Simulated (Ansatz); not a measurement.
**ScOs2: a short molecular-dynamics run**

A trajectory of ScOs2, a randomly packed cell with 6 atoms that was not relaxed first: 20 steps of 1.5 fs under a Langevin thermostat and barostat at 600 K and 10 GPa.

All numbers below are computed with Ansatz 0.2.0 (DFT PBE, plane waves, PAW, scalar-relativistic, no spin polarisation).

## Step 1: Starting point

The cell holds 6 atoms (Os4Sc2): a = 4.812 Å, b = 5.074 Å, c = 5.555 Å, α = 89.65°, β = 72.17°, γ = 82.68°.

As a file:

```xyz
6
Lattice="4.5522 -0.2387 1.5399 0.8955 4.9917 0.1465 -0.0868 -0.1127 5.5534" Properties=species:S:1:pos:R:3 pbc="T T T"
Sc    1.1704    3.6886    0.9754
Sc    2.6010    2.9371    3.5092
Os    4.9057    4.3660    5.5524
Os    3.8713    1.9701    6.0758
Os    2.6183    0.2546    1.9656
Os    4.6951    1.0435    3.4895
```

## Step 2: Molecular dynamics

The input, input.yaml:

```yaml
crystal:
  lattice:
    - [4.552187, -0.238699, 1.539877]
    - [0.89546, 4.991746, 0.146516]
    - [-0.086834, -0.112678, 5.553362]
  atoms:
    - { symbol: Sc, position: [0.112514, 0.747128, 0.124736] }
    - { symbol: Sc, position: [0.458463, 0.621331, 0.488393] }
    - { symbol: Os, position: [0.907651, 0.93438, 0.723501] }
    - { symbol: Os, position: [0.778153, 0.451434, 0.866394] }
    - { symbol: Os, position: [0.562713, 0.082331, 0.195751] }
    - { symbol: Os, position: [0.9861, 0.264048, 0.347954] }
kpoints:
  mp_grid: { grid: [3, 3, 3] }
magnetization:
  spin_polarized: false
scf:
  occupations: { method: fermi_dirac, width: 0.1 }
hamiltonian:
  pseudopotentials: { kind: paw }
  xc: pbe
basis:
  ecutwfc: 420
md:
  timestep: 1.5
  n_steps: 20
  ensemble: npt_langevin
  temperature: 600.0
  initial_velocities: maxwell_boltzmann
  seed: 939609
  pressure: 10.0
```

The run is started by

```
> ansatz run input.yaml --threads 2 --pin off --max-ram 2560MiB --backend cpu --events-out ev --progress --plain --runs-dir out
```

Q: Predict the outcome of this session. Wanted: temperature, first and last step; temperature, second half; potential energy, second half; largest change of the conserved energy; volume, first and last step; mean square displacement, second half.

**Answer**, as computed:

| quantity | value |
| --- | --- |
| length | 20 steps of 1.5 fs |
| temperature, first and last step | 500 and 909 K |
| temperature, second half | mean 1069 K, from 909 to 1228 K |
| potential energy, second half | -119 meV/atom from the start |
| largest change of the conserved energy | 1.13 meV/atom |
| volume, first and last step | 21.33 and 16.24 Å³/atom |
| mean square displacement, second half | Sc 0.022, Os 0.005 Å² |

In words: Against a set 600 K the second half averages 1069 K with a spread of 88 K (in equilibrium 6 atoms would scatter by about 200 K, over a far longer run). The conserved energy strays from its start by at most 1.13 meV/atom, 1.0 % of the mean kinetic energy, so a step of 1.5 fs is short enough over this time. Over the second half Sc atoms stand 0.1 Å (root mean square) from where they began, and the farthest move is 0.2 Å. The volume changes by -23.8 % from first to last step, and is still moving at the end, so it is no equilibrium value. 30 fs on 6 atoms is far too short and small for converged averages. The k-mesh is coarse.
